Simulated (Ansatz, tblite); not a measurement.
# SiEt3(NCO) (C7H15NOSi): rung by rung

One table from this session's results is given with a row withheld; the runs are named, their logs left out.

Method: as each input shows; program: Ansatz 0.2.0, Gaussian basis.

Plan: GFN1-xTB, GFN2-xTB, PBE-D4/def2-TZVP, r2SCAN-D4/def2-TZVP, r2SCANh-D4/def2-TZVP, BHLYP-D4/def2-TZVP, PBE-QIDH/def2-TZVP, PBE+5HF/def2-SVP, PBE+10HF/def2-SVP, PBE+15HF/def2-SVP, PBE+35HF/def2-SVP, PBE+50HF/def2-SVP, PBE-D4/def2-SVP, PBE0-D4/def2-SVP, HF/6-31G, B3LYP-D4/6-31G, CCSD(T)/def2-TZVP, RPA/def2-TZVP.

## The structure

The geometry is that of the singlet, from an earlier relaxation (PBE-D4/def2-SVP).

25 atoms, charge 0, spin multiplicity 1.

Bond lengths: Si1–C2 1.893 Å, Si1–C9 1.892 Å, Si1–C16 1.892 Å, Si1–N23 1.755 Å, C2–C3 1.535 Å, C2–H4 1.112 Å, C2–H5 1.113 Å, C3–H6 1.109 Å, C3–H7 1.109 Å, C3–H8 1.110 Å, C9–C10 1.535 Å, C9–H11 1.112 Å, C9–H12 1.113 Å, C10–H13 1.110 Å, C10–H14 1.109 Å, C10–H15 1.110 Å, C16–C17 1.535 Å, C16–H18 1.112 Å and more. Angles: C2–Si1–C9 111.6°, C2–Si1–C16 111.6°, C2–Si1–N23 107.2°, C9–Si1–C16 111.6°, C9–Si1–N23 107.1°, C16–Si1–N23 107.3°, Si1–C2–C3 114.9°, Si1–C2–H4 107.5°, Si1–C2–H5 107.3°, C3–C2–H4 110.4°, C3–C2–H5 110.8°, H4–C2–H5 105.5°, C2–C3–H6 111.9°, C2–C3–H7 111.3°, C2–C3–H8 111.8°, H6–C3–H7 107.4°, H6–C3–H8 107.1°, H7–C3–H8 107.1° and more.

PBE0-D4/def2-TZVP was run before; its log isn't repeated, and its numbers join the tables.

The first run:

Tight binding, by tblite at 300 K electronic temperature and without a spin-polarisation term:

```python
tblite.interface.Calculator('GFN1-xTB', numbers, positions, charge=0, uhf=0).singlepoint()
```

Tight binding, by tblite at 300 K electronic temperature and without a spin-polarisation term:

```python
tblite.interface.Calculator('GFN2-xTB', numbers, positions, charge=0, uhf=0).singlepoint()
```

start.molden holds the orbitals of an earlier run on this state, given as this run's starting guess.

in.yaml

```yaml
crystal:
  periodic: [false, false, false]
  atoms:
    - {symbol: Si, position_ang: [0.043859, 0.073946, 0.033252]}
    - {symbol: C, position_ang: [-0.191116, 0.090496, 1.911068]}
    - {symbol: C, position_ang: [0.298313, -1.171260, 2.635254]}
    - {symbol: H, position_ang: [-1.272533, 0.256608, 2.110955]}
    - {symbol: H, position_ang: [0.326656, 0.995762, 2.301219]}
    - {symbol: H, position_ang: [0.106350, -1.122119, 3.726890]}
    - {symbol: H, position_ang: [-0.209339, -2.079246, 2.249831]}
    - {symbol: H, position_ang: [1.389048, -1.326629, 2.502384]}
    - {symbol: C, position_ang: [1.866306, -0.117055, -0.439772]}
    - {symbol: C, position_ang: [2.131880, -0.270908, -1.943671]}
    - {symbol: H, position_ang: [2.265993, -0.994414, 0.114697]}
    - {symbol: H, position_ang: [2.407772, 0.765853, -0.031015]}
    - {symbol: H, position_ang: [3.210734, -0.411892, -2.160920]}
    - {symbol: H, position_ang: [1.592182, -1.146110, -2.360231]}
    - {symbol: H, position_ang: [1.797336, 0.620122, -2.514362]}
    - {symbol: C, position_ang: [-0.732169, 1.596558, -0.779534]}
    - {symbol: C, position_ang: [-2.244696, 1.745002, -0.565016]}
    - {symbol: H, position_ang: [-0.498191, 1.551447, -1.865933]}
    - {symbol: H, position_ang: [-0.189939, 2.489576, -0.394378]}
    - {symbol: H, position_ang: [-2.652634, 2.635698, -1.085807]}
    - {symbol: H, position_ang: [-2.792753, 0.858597, -0.945346]}
    - {symbol: H, position_ang: [-2.500681, 1.850694, 0.509679]}
    - {symbol: N, position_ang: [-0.801311, -1.334374, -0.584339]}
    - {symbol: C, position_ang: [-1.387762, -2.302881, -1.005602]}
    - {symbol: O, position_ang: [-1.963285, -3.253481, -1.419314]}
basis:
  gaussian: {orbitals: def2-TZVP, fitting: {mean_field: def2-universal-jkfit}, initial_orbitals: start.molden}
hamiltonian: {xc: pbe, dispersion: d4}
scf: {omitted_lower_state_checks: [starts]}
output: {forces: true, orbitals: {seedname: orbitals}}
```

The run is started by

```
ansatz run in.yaml --threads 2 --pin off --events-out ev --progress --plain --max-ram 32768MiB --backend cuda --devices 0, --max-vram 18GiB
```

Among the steps run: PBE-D4/def2-TZVP; r2SCAN-D4/def2-TZVP; r2SCANh-D4/def2-TZVP; BHLYP-D4/def2-TZVP; PBE-QIDH/def2-TZVP; PBE+5HF/def2-SVP; PBE+10HF/def2-SVP; PBE+15HF/def2-SVP; PBE+35HF/def2-SVP; PBE+50HF/def2-SVP; PBE-D4/def2-SVP; PBE0-D4/def2-SVP; HF/6-31G; B3LYP-D4/6-31G; CCSD(T)/def2-TZVP; RPA/def2-TZVP.

One of the session's tables, all rows but one given; the rest of the session is left out.

It belongs to the step «Binding energy». 

| method | binding an atom (eV) |
| --- | --- |
| HF/6-31G | 2.914 |
| HF/def2-TZVP | 3.140 |
| PBE-D4/def2-SVP | ? |
| PBE-D4/def2-TZVP | 4.364 |
| r2SCAN-D4/def2-TZVP | 4.275 |
| r2SCANh-D4/def2-TZVP | 4.250 |
| B3LYP-D4/6-31G | 4.127 |
| PBE0-D4/def2-SVP | 4.328 |
| PBE0-D4/def2-TZVP | 4.290 |
| BHLYP-D4/def2-TZVP | 4.146 |
| MP2/def2-TZVP | 4.179 |
| CCSD/def2-TZVP | 4.054 |
| CCSD(T)/def2-TZVP | 4.115 |

Q: Estimate the row for PBE-D4/def2-SVP from the others.

**Answer.** binding an atom (eV): 4.400. In the column «binding an atom (eV)» it is the highest.

Limits of these values: Free atoms were run apart at each level; binding is atoms less cluster, divided by the number of atoms, without zero-point or spin-orbit terms.
